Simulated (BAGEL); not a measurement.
**A workflow on AlGeH4Cl (SMILES [Cl][AlH][GeH3])**

Aim: the energy (HF/6-31G*), then a single-point energy (NEVPT2(2,2)/6-31G*), then a single-point energy (CASPT2(2,2)/6-31G*) of AlGeH4Cl. 

The calculation is run with BAGEL 1.2.2.

2 further runs of the same task are left out: 2 set aside as unsound or not needed.

### Step 1. The molecule

The species is AlGeH4Cl (7 atoms), meant as a singlet with charge 0. As SMILES, `[Cl][AlH][GeH3]`. One bond was lengthened or shortened from a relaxed shape.

Bond lengths: Cl1–Al2 2.102 Å, Al2–Ge3 2.467 Å, Al2–H4 1.580 Å, Ge3–H5 1.540 Å, Ge3–H6 1.771 Å, Ge3–H7 1.540 Å. Angles: Cl1–Al2–Ge3 116.8°, Cl1–Al2–H4 116.5°, Ge3–Al2–H4 126.7°, Al2–Ge3–H5 111.0°, Al2–Ge3–H6 111.0°, Al2–Ge3–H7 112.3°, H5–Ge3–H6 107.2°, H5–Ge3–H7 107.6°, H6–Ge3–H7 107.6°.

### Step 2. The energy at HF/6-31G(d) (density fitting with svp-jkfit, spherical functions) (run 1)

The input, hf.json:

```json
{ "bagel" : [

{
  "title" : "molecule",
  "basis" : "6-31gs.json",
  "df_basis" : "svp-jkfit",
  "angstrom" : "true",
  "geometry" : [
    { "atom" : "Cl", "xyz" : [      -2.402531,      -1.672196,      -0.278421 ] },
    { "atom" : "Al", "xyz" : [      -0.328631,      -1.459696,      -0.007021 ] },
    { "atom" : "Ge", "xyz" : [       0.597869,       0.814804,      -0.244821 ] },
    { "atom" : "H", "xyz" : [       0.476269,      -2.776996,       0.328479 ] },
    { "atom" : "H", "xyz" : [       0.322469,       1.377504,      -1.651421 ] },
    { "atom" : "H", "xyz" : [      -0.144000,       1.926400,       0.916800 ] },
    { "atom" : "H", "xyz" : [       2.120469,       0.852304,      -0.018421 ] }
  ]
},

{ "title" : "hf" },

{ "title" : "print", "file" : "orbitals.molden", "orbitals" : "true" }

]}
```

The basis set 6-31G* is read from a file made from the Basis Set Exchange's data (not shown).

Command:

```
$ BAGEL_NUM_THREADS=1 BAGEL hf.json > hf.out
```

Log:

```text
* using 1 threads per process

  ===============================================================
  ===============================================================

  *** Geometry ***

  { "atom" : "Cl", "xyz" : [     -4.540126,     -3.159992,     -0.526139 ] },
  { "atom" : "Al", "xyz" : [     -0.621023,     -2.758426,     -0.013268 ] },
  { "atom" : "Ge", "xyz" : [      1.129809,      1.539756,     -0.462645 ] },
  { "atom" : "H", "xyz" : [      0.900018,     -5.247762,      0.620735 ] },
  { "atom" : "H", "xyz" : [      0.609378,      2.603105,     -3.120733 ] },
  { "atom" : "H", "xyz" : [     -0.272121,      3.640368,      1.732501 ] },
  { "atom" : "H", "xyz" : [      4.007106,      1.610621,     -0.034811 ] },

  Number of auxiliary basis functions:      594

  Since a DF basis is specified, we compute 2- and 3-index integrals:
    o Being stored without compression. Storage requirement is 0.027 GB

  Number of basis functions:       76
  Number of electrons      :       66

    * METHOD: MOLECULE                             0.39

  *** RHF ***

  === Nuclear Repulsion ===
   275.0199377272

      * DIIS with orbital gradients will be used.

  === RHF iteration (6-31gs.json) ===
      0      -2778.78166406          0.00686842           0.13
      1      -2778.83132613          0.00238097           0.12
      2      -2778.83687082          0.00080499           0.12
      3      -2778.83755072          0.00015880           0.12
      4      -2778.83756280          0.00004853           0.12
      5      -2778.83756440          0.00000790           0.12
      6      -2778.83756448          0.00000238           0.12
      7      -2778.83756449          0.00000075           0.12
      8      -2778.83756449          0.00000017           0.12
      9      -2778.83756449          0.00000006           0.13
     10      -2778.83756449          0.00000002           0.12
     11      -2778.83756449          0.00000001           0.13
    * SCF iteration converged.

    * Permanent dipole moment:
           (   -0.738383,     0.114401,     0.024678) a.u.

    * METHOD: HF                                   1.78

    * METHOD: PRINT                                0.01

  ===============================================================
```

Wall time 2.3 s (1 thread of Arm Neoverse V2, shared host); peak memory 0.15 GiB.

### Step 3. A single-point energy at NEVPT2(2,2)/6-31G(d) (density fitting with svp-jkfit, spherical functions) (run 2)

The input, job.json:

```json
{ "bagel" : [

{
  "title" : "molecule",
  "basis" : "6-31gs.json",
  "df_basis" : "svp-jkfit",
  "angstrom" : true,
  "geometry" : [
    { "atom" : "Cl", "xyz" : [   -2.402531,   -1.672196,   -0.278421 ] },
    { "atom" : "Al", "xyz" : [   -0.328631,   -1.459696,   -0.007021 ] },
    { "atom" : "Ge", "xyz" : [    0.597869,    0.814804,   -0.244821 ] },
    { "atom" : "H", "xyz" : [    0.476269,   -2.776996,    0.328479 ] },
    { "atom" : "H", "xyz" : [    0.322469,    1.377504,   -1.651421 ] },
    { "atom" : "H", "xyz" : [   -0.144000,    1.926400,    0.916800 ] },
    { "atom" : "H", "xyz" : [    2.120469,    0.852304,   -0.018421 ] }
  ]
},
{ "title" : "hf" },
{ "title" : "nevpt2", "nstate" : 1, "nact" : 2, "nclosed" : 32, "active" : [32, 38], "maxiter" : 200, "natocc" : true, "ncore" : 19 },
{ "title" : "print", "file" : "orbitals.molden", "orbitals" : true }

]}
```

The basis set 6-31G* is read from a file made from the Basis Set Exchange's data (not shown).

Command:

```
$ BAGEL_NUM_THREADS=1 BAGEL job.json > job.out
```

Log:

```text
* using 1 threads per process

  ===============================================================
  ===============================================================

  *** Geometry ***

  { "atom" : "Cl", "xyz" : [     -4.540126,     -3.159992,     -0.526139 ] },
  { "atom" : "Al", "xyz" : [     -0.621023,     -2.758426,     -0.013268 ] },
  { "atom" : "Ge", "xyz" : [      1.129809,      1.539756,     -0.462645 ] },
  { "atom" : "H", "xyz" : [      0.900018,     -5.247762,      0.620735 ] },
  { "atom" : "H", "xyz" : [      0.609378,      2.603105,     -3.120733 ] },
  { "atom" : "H", "xyz" : [     -0.272121,      3.640368,      1.732501 ] },
  { "atom" : "H", "xyz" : [      4.007106,      1.610621,     -0.034811 ] },

  Number of auxiliary basis functions:      594

  Since a DF basis is specified, we compute 2- and 3-index integrals:
    o Being stored without compression. Storage requirement is 0.027 GB

  Number of basis functions:       76
  Number of electrons      :       66

    * METHOD: MOLECULE                             0.39

  *** RHF ***

  === Nuclear Repulsion ===
   275.0199377272

      * DIIS with orbital gradients will be used.

  === RHF iteration (6-31gs.json) ===
      0      -2778.78166406          0.00686842           0.13
      1      -2778.83132613          0.00238097           0.13
      2      -2778.83687082          0.00080499           0.13
      3      -2778.83755072          0.00015880           0.13
      4      -2778.83756280          0.00004853           0.13
      5      -2778.83756440          0.00000790           0.13
      6      -2778.83756448          0.00000238           0.13
      7      -2778.83756449          0.00000075           0.13
      8      -2778.83756449          0.00000017           0.13
      9      -2778.83756449          0.00000006           0.13
     10      -2778.83756449          0.00000002           0.13
     11      -2778.83756449          0.00000001           0.13
    * SCF iteration converged.

    * Permanent dipole moment:
           (   -0.738383,     0.114401,     0.024678) a.u.

    * METHOD: HF                                   1.83

    * freezing 19 orbitals
  ---------------------------
      CASSCF calculation
  ---------------------------

    ==== Active orbitals : =====
         Orbital 32
         Orbital 38
    ============================

    * nstate   :      1
    * nclosed  :     32
    * nact     :      2
    * nvirt    :     42
  === CASSCF iteration (6-31gs.json) ===

    * Using the second-order algorithm

      0  0     -2778.83817406     1.40e-04      0.03

      1  0     -2778.85112953     9.28e-04      0.49

      2  0     -2778.85596008     2.56e-04      0.60

      3  0     -2778.85624255     1.27e-04      0.61

      4  0     -2778.85625557     4.56e-05      0.61

      5  0     -2778.85625648     1.41e-05      0.63

      6  0     -2778.85625655     4.10e-06      0.61

      7  0     -2778.85625655     1.17e-06      0.63

      8  0     -2778.85625655     3.33e-07      0.61

      9  0     -2778.85625655     9.41e-08      0.63

     10  0     -2778.85625655     2.66e-08      0.55

     11  0     -2778.85625655     7.51e-09      0.53

    * Second-order optimization converged. *

     guess   0:   closed 1.                   open ..

  === FCI iteration ===

      0  0     -2778.83721628     6.75e-02      0.00
      1  0     -2778.85623096     1.97e-03      0.00
      2  0 *   -2778.85625655     9.14e-16      0.00

     * ci vector, state   0, <S^2> = 0.0000
       2.     0.9901851587
       .2    -0.1397617669

  === DF-NEVPT2 calculation ===

    * 3-index integral transformation done
    * assembly done

      NEVPT2 correlation energy:   -0.4091792989      0.09

          (+0)     -0.3832519785
          (+0)'    -0.0046599193
          (+1)     -0.0045614223
          (+1)'    -0.0000000000
          (+2)     -0.0002829170
          (-1)     -0.0133158681
          (-1)'     0.0000000000
          (-2)     -0.0031071937

      NEVPT2 total energy:       -2779.2654358507

    * METHOD: NEVPT2                               7.11

    * METHOD: PRINT                                0.01

  ===============================================================
```

Run time: 9.6 s. Hardware: 1 thread of Arm Neoverse V2, shared host; peak memory 0.15 GiB.

### Step 4. The energy at CASPT2(2,2)/6-31G(d) (density fitting with svp-jkfit, spherical functions) (run 3)

The input, caspt2.json:

```json
{ "bagel" : [

{
  "title" : "molecule",
  "basis" : "6-31gs.json",
  "df_basis" : "svp-jkfit",
  "angstrom" : true,
  "geometry" : [
    { "atom" : "Cl", "xyz" : [      -2.402531,      -1.672196,      -0.278421 ] },
    { "atom" : "Al", "xyz" : [      -0.328631,      -1.459696,      -0.007021 ] },
    { "atom" : "Ge", "xyz" : [       0.597869,       0.814804,      -0.244821 ] },
    { "atom" : "H", "xyz" : [       0.476269,      -2.776996,       0.328479 ] },
    { "atom" : "H", "xyz" : [       0.322469,       1.377504,      -1.651421 ] },
    { "atom" : "H", "xyz" : [      -0.144000,       1.926400,       0.916800 ] },
    { "atom" : "H", "xyz" : [       2.120469,       0.852304,      -0.018421 ] }
  ]
},

{ "title" : "hf" },

{ "title" : "casscf", "nstate" : 1, "nact" : 2, "nclosed" : 32, "active" : [32, 38], "maxiter" : 200, "natocc" : true },

{ "title" : "print", "file" : "orbitals.molden", "orbitals" : true },

{ "title" : "smith", "method" : "caspt2", "ms" : true, "xms" : true, "sssr" : true, "shift" : 0.2, "shift_imag" : true, "ncore" : 19 }

]}
```

The basis set 6-31G* is read from a file made from the Basis Set Exchange's data (not shown).

Command:

```
$ BAGEL_NUM_THREADS=1 BAGEL caspt2.json > caspt2.out
```

Log:

```text
* using 1 threads per process

  ===============================================================
  ===============================================================

  *** Geometry ***

  { "atom" : "Cl", "xyz" : [     -4.540126,     -3.159992,     -0.526139 ] },
  { "atom" : "Al", "xyz" : [     -0.621023,     -2.758426,     -0.013268 ] },
  { "atom" : "Ge", "xyz" : [      1.129809,      1.539756,     -0.462645 ] },
  { "atom" : "H", "xyz" : [      0.900018,     -5.247762,      0.620735 ] },
  { "atom" : "H", "xyz" : [      0.609378,      2.603105,     -3.120733 ] },
  { "atom" : "H", "xyz" : [     -0.272121,      3.640368,      1.732501 ] },
  { "atom" : "H", "xyz" : [      4.007106,      1.610621,     -0.034811 ] },

  Number of auxiliary basis functions:      594

  Since a DF basis is specified, we compute 2- and 3-index integrals:
    o Being stored without compression. Storage requirement is 0.027 GB

  Number of basis functions:       76
  Number of electrons      :       66

    * METHOD: MOLECULE                             0.38

  *** RHF ***

[... 11 lines left out ...]
    * SCF iteration converged.
[... 1 line left out ...]
    * Permanent dipole moment:
[... 27 lines left out ...]
    * Second-order optimization converged. *
[... 9 lines left out ...]
     * ci vector, state   0, <S^2> = 0.0000
[... 16 lines left out ...]
    * Zeroth order energy : state  0       -0.8683426540
[... 3 lines left out ...]
      -------------------------------------------  CASPT2 iteration  ---------------------------------------------------
       #      aibj      arbs      arbi      airj      risj      airs      arst      rist         Etot      error   time
      ------------------------------------------------------------------------------------------------------------------

       0  -0.38190  -0.00389  -0.01361  -0.00498  -0.00041  -0.00408  -0.00000  -0.00000   -0.4088839  0.0011642   0.05
       1  -0.38206  -0.00394  -0.01368  -0.00515  -0.00046  -0.00424   0.00000  -0.00000   -0.4095237  0.0002778   0.04
       2  -0.38207  -0.00394  -0.01369  -0.00517  -0.00046  -0.00424  -0.00000  -0.00000   -0.4095576  0.0000673   0.04
       3  -0.38207  -0.00394  -0.01369  -0.00516  -0.00046  -0.00425  -0.00000  -0.00000   -0.4095594  0.0000162   0.05
       4  -0.38206  -0.00394  -0.01369  -0.00516  -0.00046  -0.00425   0.00000  -0.00000   -0.4095595  0.0000032   0.05
       5  -0.38207  -0.00394  -0.01369  -0.00516  -0.00046  -0.00425  -0.00000  -0.00000   -0.4095595  0.0000007   0.05

      ------------------------------------------------------------------------------------------------------------------

    * CASPT2 energy : state  0    -2779.2680693197
        w/o shift correction      -2779.2658160589
        reference weight              0.8867844708

    * METHOD: SMITH                                0.54

  ===============================================================
```

Run time: 9.6 s. Hardware: 1 thread of Arm Neoverse V2, shared host; peak memory 0.15 GiB.

### Step 5. Summary of results

| quantity | value |
| --- | --- |
| run 1, HF/6-31G*: total energy | -2778.83756 Eh |
| run 1, HF/6-31G*: dipole moment | 1.90 D |
| run 1, HF/6-31G*: HOMO energy | -10.36 eV |
| run 1, HF/6-31G*: LUMO energy | 0.69 eV |
| run 1, HF/6-31G*: HOMO–LUMO gap | 11.06 eV |
| run 2, NEVPT2(2,2)/6-31G*: total energy | -2779.26544 Eh |
| run 3, CASPT2(2,2)/6-31G*: total energy | -2779.26807 Eh |
